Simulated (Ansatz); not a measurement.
# BFH₄OSi: vertical ionisation energy

An exercise on one series of results from a longer session: the logs are not shown, and one member is left open.

Program: Ansatz 0.2.0, Gaussian basis. Level of theory: unrestricted cation, the program's frozen cores in correlated methods. These are calculated values, not measurements.

Levels to be run: UKS PBE-D4/def2-TZVPP; UKS r2SCAN-D4/def2-TZVPP; UKS PBE0-D4/def2-TZVPP; UKS B3LYP-D4/def2-TZVPP; UKS wB97X-V/def2-TZVPP; UKS wB97M-V/def2-TZVPP; UKS B2PLYP/def2-TZVPP; UHF-CCSD(T)/def2-TZVPP; UHF-MP2/def2-QZVPP; extrapolation to the limit; then −ε(HOMO) from the neutral's earlier runs with LDA (SPW92), PBE-D4, revPBE-D4, BLYP-D4, r2SCAN-D4, B97M-V, PBE0-D4, B3LYP-D4, r2SCANh-D4, r2SCAN0-D4, HSE06-D4, BHLYP-D4, CAM-B3LYP-D4, LC-ωPBE, ωB97X-V, ωB97M-V.

### The geometry

All runs share one geometry, relaxed beforehand with PBE0-D4 in a triple-zeta def2 set.

SMILES `B[SiH](O)F`, 8 atoms, charge 0, spin multiplicity 1.

Atoms are counted from 1 here; the program's logs count them from 0.

Bond lengths: B1–Si2 2.016 Å, B1–H5 1.195 Å, B1–H6 1.198 Å, Si2–O3 1.640 Å, Si2–F4 1.606 Å, Si2–H7 1.479 Å, O3–H8 0.959 Å. Angles: Si2–B1–H5 123.6°, Si2–B1–H6 119.4°, H5–B1–H6 117.0°, B1–Si2–O3 111.2°, B1–Si2–F4 105.4°, B1–Si2–H7 118.0°, O3–Si2–F4 110.8°, O3–Si2–H7 104.5°, F4–Si2–H7 106.9°, Si2–O3–H8 117.9°.

As a file:

```mol
BFH4OSi
  3D, bonds by distance, orders not assigned

  8  7  0  0  0  0  0  0  0  0999 V2000
   -1.3051    0.2933    0.2685 B   0  0
    0.5779   -0.4239    0.2148 Si  0  0
    1.5782    0.5938   -0.5927 O   0  0
    0.4730   -1.8385   -0.5392 F   0  0
   -1.9522    0.3778    1.2694 H   0  0
   -1.8209    0.6672   -0.7460 H   0  0
    1.2630   -0.6721    1.5021 H   0  0
    1.2781    0.9453   -1.4327 H   0  0
  1  2  8  0
  2  3  8  0
  2  4  8  0
  1  5  8  0
  1  6  8  0
  2  7  8  0
  3  8  8  0
M  END
```

The first run:

File in.yaml:

```yaml
crystal:
  periodic: [false, false, false]
  atoms:
    - {symbol: B, position_ang: [-1.305102, 0.293313, 0.268484]}
    - {symbol: Si, position_ang: [0.577899, -0.423890, 0.214759]}
    - {symbol: O, position_ang: [1.578207, 0.593831, -0.592736]}
    - {symbol: F, position_ang: [0.472964, -1.838452, -0.539240]}
    - {symbol: H, position_ang: [-1.952194, 0.377831, 1.269372]}
    - {symbol: H, position_ang: [-1.820907, 0.667160, -0.745961]}
    - {symbol: H, position_ang: [1.263040, -0.672120, 1.502121]}
    - {symbol: H, position_ang: [1.278092, 0.945327, -1.432698]}
basis:
  gaussian: {orbitals: def2-TZVPP}
total_charge: 1
magnetization: {spin_polarized: true, initial_magnetization: 1}
hamiltonian: {xc: pbe, dispersion: d4}
```

Steps of the session up to this table: Cation, UKS PBE-D4/def2-TZVPP; Cation, UKS r2SCAN-D4/def2-TZVPP; Cation, UKS PBE0-D4/def2-TZVPP; Cation, UKS B3LYP-D4/def2-TZVPP; Cation, UKS wB97X-V/def2-TZVPP; Cation, UKS wB97M-V/def2-TZVPP; Cation, UKS B2PLYP (frozen core)/def2-TZVPP; Cation, UHF-CCSD(T)/def2-TZVPP; Cation, UHF-MP2/def2-QZVPP.

One table of the session follows, with a row left open; its other results are not shown here.

It belongs to the step «Ionisation energies side by side». For comparison, −ε(HOMO) of the neutral from earlier runs:

```
  functional  −ε(HOMO) (eV)
 LDA (SPW92)           7.02
      PBE-D4           6.93
   revPBE-D4           6.88
     BLYP-D4           6.85
   r2SCAN-D4           7.22
      B97M-V           7.31
     PBE0-D4           8.28
    B3LYP-D4           8.09
  r2SCANh-D4           7.72
  r2SCAN0-D4           8.47
    HSE06-D4           7.88
    BHLYP-D4           9.58
CAM-B3LYP-D4           9.70
     LC-ωPBE          11.02
     ωB97X-V              ?
     ωB97M-V          10.48
```

Estimate the missing values for ωB97X-V.

The run gave: −ε(HOMO) (eV): 10.67. In the column «−ε(HOMO) (eV)» it lies between ωB97M-V (10.48) and LC-ωPBE (11.02).
